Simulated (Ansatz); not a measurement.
# In17Ga15As32: the cost of one run

Program: Ansatz 0.2.0. Level of theory: DFT PBEsol, scalar-relativistic, plane waves, PAW, and further levels as typed in the inputs. These are calculated values, not measurements.

## (1) The starting structure

Symmetry: P1, No. 1, triclinic system. Conventional cell: a = 11.739 Å, b = 11.739 Å, c = 11.739 Å, α = 90.00°, β = 90.00°, γ = 90.00°. Around Ga (site symmetry 1) lie 4 As at 2.54 Å. In (site symmetry 1) has 4 As at 2.54 Å in its first shell of neighbours. Only part of the 64 independent sites is listed.

As a file:

```
Ga In As
1.0
    11.73940    0.00000    0.00000
     0.00000   11.73940    0.00000
     0.00000    0.00000   11.73940
Ga In As
15 17 32
Direct
  0.00000 0.00000 0.00000
  0.25000 0.00000 0.25000
  0.00000 0.00000 0.50000
  0.25000 0.25000 0.50000
  0.25000 0.50000 0.25000
  0.25000 0.75000 0.00000
  0.50000 0.00000 0.00000
  0.75000 0.00000 0.25000
  0.75000 0.25000 0.00000
  0.50000 0.00000 0.50000
  0.75000 0.25000 0.50000
  0.50000 0.50000 0.00000
  0.50000 0.75000 0.25000
  0.75000 0.75000 0.00000
  0.50000 0.50000 0.50000
  0.00000 0.25000 0.25000
  0.25000 0.25000 0.00000
  0.00000 0.25000 0.75000
  0.25000 0.00000 0.75000
  0.00000 0.50000 0.00000
  0.00000 0.75000 0.25000
  0.00000 0.50000 0.50000
  0.00000 0.75000 0.75000
  0.25000 0.50000 0.75000
  0.25000 0.75000 0.50000
  0.50000 0.25000 0.25000
  0.50000 0.25000 0.75000
  0.75000 0.00000 0.75000
  0.75000 0.50000 0.25000
  0.50000 0.75000 0.75000
  0.75000 0.50000 0.75000
  0.75000 0.75000 0.50000
  0.12500 0.12500 0.12500
  0.12500 0.37500 0.37500
  0.37500 0.12500 0.37500
  0.37500 0.37500 0.12500
  0.12500 0.12500 0.62500
  0.12500 0.37500 0.87500
  0.37500 0.12500 0.87500
  0.37500 0.37500 0.62500
  0.12500 0.62500 0.12500
  0.12500 0.87500 0.37500
  0.37500 0.62500 0.37500
  0.37500 0.87500 0.12500
  0.12500 0.62500 0.62500
  0.12500 0.87500 0.87500
  0.37500 0.62500 0.87500
  0.37500 0.87500 0.62500
  0.62500 0.12500 0.12500
  0.62500 0.37500 0.37500
  0.87500 0.12500 0.37500
  0.87500 0.37500 0.12500
  0.62500 0.12500 0.62500
  0.62500 0.37500 0.87500
  0.87500 0.12500 0.87500
  0.87500 0.37500 0.62500
  0.62500 0.62500 0.12500
  0.62500 0.87500 0.37500
  0.87500 0.62500 0.37500
  0.87500 0.87500 0.12500
  0.62500 0.62500 0.62500
  0.62500 0.87500 0.87500
  0.87500 0.62500 0.87500
  0.87500 0.87500 0.62500
```

## (2) Relaxing the atoms: In17Ga15As32, no spin

input.yaml reads:

```yaml
crystal:
  lattice:
    - [11.7394, 0.0, 0.0]
    - [0.0, 11.7394, 0.0]
    - [0.0, 0.0, 11.7394]
  atoms:
    - { symbol: Ga, position: [0.0, 0.0, 0.0] }
    - { symbol: In, position: [0.0, 0.25, 0.25] }
    - { symbol: Ga, position: [0.25, 0.0, 0.25] }
    - { symbol: In, position: [0.25, 0.25, 0.0] }
    - { symbol: Ga, position: [0.0, 0.0, 0.5] }
    - { symbol: In, position: [0.0, 0.25, 0.75] }
    - { symbol: In, position: [0.25, 0.0, 0.75] }
    - { symbol: Ga, position: [0.25, 0.25, 0.5] }
    - { symbol: In, position: [0.0, 0.5, 0.0] }
    - { symbol: In, position: [0.0, 0.75, 0.25] }
    - { symbol: Ga, position: [0.25, 0.5, 0.25] }
    - { symbol: Ga, position: [0.25, 0.75, 0.0] }
    - { symbol: In, position: [0.0, 0.5, 0.5] }
    - { symbol: In, position: [0.0, 0.75, 0.75] }
    - { symbol: In, position: [0.25, 0.5, 0.75] }
    - { symbol: In, position: [0.25, 0.75, 0.5] }
    - { symbol: Ga, position: [0.5, 0.0, 0.0] }
    - { symbol: In, position: [0.5, 0.25, 0.25] }
    - { symbol: Ga, position: [0.75, 0.0, 0.25] }
    - { symbol: Ga, position: [0.75, 0.25, 0.0] }
    - { symbol: Ga, position: [0.5, 0.0, 0.5] }
    - { symbol: In, position: [0.5, 0.25, 0.75] }
    - { symbol: In, position: [0.75, 0.0, 0.75] }
    - { symbol: Ga, position: [0.75, 0.25, 0.5] }
    - { symbol: Ga, position: [0.5, 0.5, 0.0] }
    - { symbol: Ga, position: [0.5, 0.75, 0.25] }
    - { symbol: In, position: [0.75, 0.5, 0.25] }
    - { symbol: Ga, position: [0.75, 0.75, 0.0] }
    - { symbol: Ga, position: [0.5, 0.5, 0.5] }
    - { symbol: In, position: [0.5, 0.75, 0.75] }
    - { symbol: In, position: [0.75, 0.5, 0.75] }
    - { symbol: In, position: [0.75, 0.75, 0.5] }
    - { symbol: As, position: [0.125, 0.125, 0.125] }
    - { symbol: As, position: [0.125, 0.375, 0.375] }
    - { symbol: As, position: [0.375, 0.125, 0.375] }
    - { symbol: As, position: [0.375, 0.375, 0.125] }
    - { symbol: As, position: [0.125, 0.125, 0.625] }
    - { symbol: As, position: [0.125, 0.375, 0.875] }
    - { symbol: As, position: [0.375, 0.125, 0.875] }
    - { symbol: As, position: [0.375, 0.375, 0.625] }
    - { symbol: As, position: [0.125, 0.625, 0.125] }
    - { symbol: As, position: [0.125, 0.875, 0.375] }
    - { symbol: As, position: [0.375, 0.625, 0.375] }
    - { symbol: As, position: [0.375, 0.875, 0.125] }
    - { symbol: As, position: [0.125, 0.625, 0.625] }
    - { symbol: As, position: [0.125, 0.875, 0.875] }
    - { symbol: As, position: [0.375, 0.625, 0.875] }
    - { symbol: As, position: [0.375, 0.875, 0.625] }
    - { symbol: As, position: [0.625, 0.125, 0.125] }
    - { symbol: As, position: [0.625, 0.375, 0.375] }
    - { symbol: As, position: [0.875, 0.125, 0.375] }
    - { symbol: As, position: [0.875, 0.375, 0.125] }
    - { symbol: As, position: [0.625, 0.125, 0.625] }
    - { symbol: As, position: [0.625, 0.375, 0.875] }
    - { symbol: As, position: [0.875, 0.125, 0.875] }
    - { symbol: As, position: [0.875, 0.375, 0.625] }
    - { symbol: As, position: [0.625, 0.625, 0.125] }
    - { symbol: As, position: [0.625, 0.875, 0.375] }
    - { symbol: As, position: [0.875, 0.625, 0.375] }
    - { symbol: As, position: [0.875, 0.875, 0.125] }
    - { symbol: As, position: [0.625, 0.625, 0.625] }
    - { symbol: As, position: [0.625, 0.875, 0.875] }
    - { symbol: As, position: [0.875, 0.625, 0.875] }
    - { symbol: As, position: [0.875, 0.875, 0.625] }
scf:
  occupations: { method: gaussian, width: 0.01 }
output:
  forces: true
  stress: true
  eigenvalues: true
  write_density: true
  write_potential: true
  elf: true
  volumetric_format: npy
hamiltonian:
  xc: pbesol
relax:
  f_tol: 0.01
  max_steps: 60
kpoints:
  mp_grid: { grid: [2, 2, 2] }
```

Launch:

```sh
> ansatz run input.yaml --threads 8 --pin off --max-ram 49152MiB --backend cpu --events-out ev --progress --plain --runs-dir out
```

Q: Estimate wall time and peak memory on 8 threads of Intel Xeon at 2.50GHz (Skylake/Cascade Lake), shared host.

About 14 min, with a peak of 26 GiB.
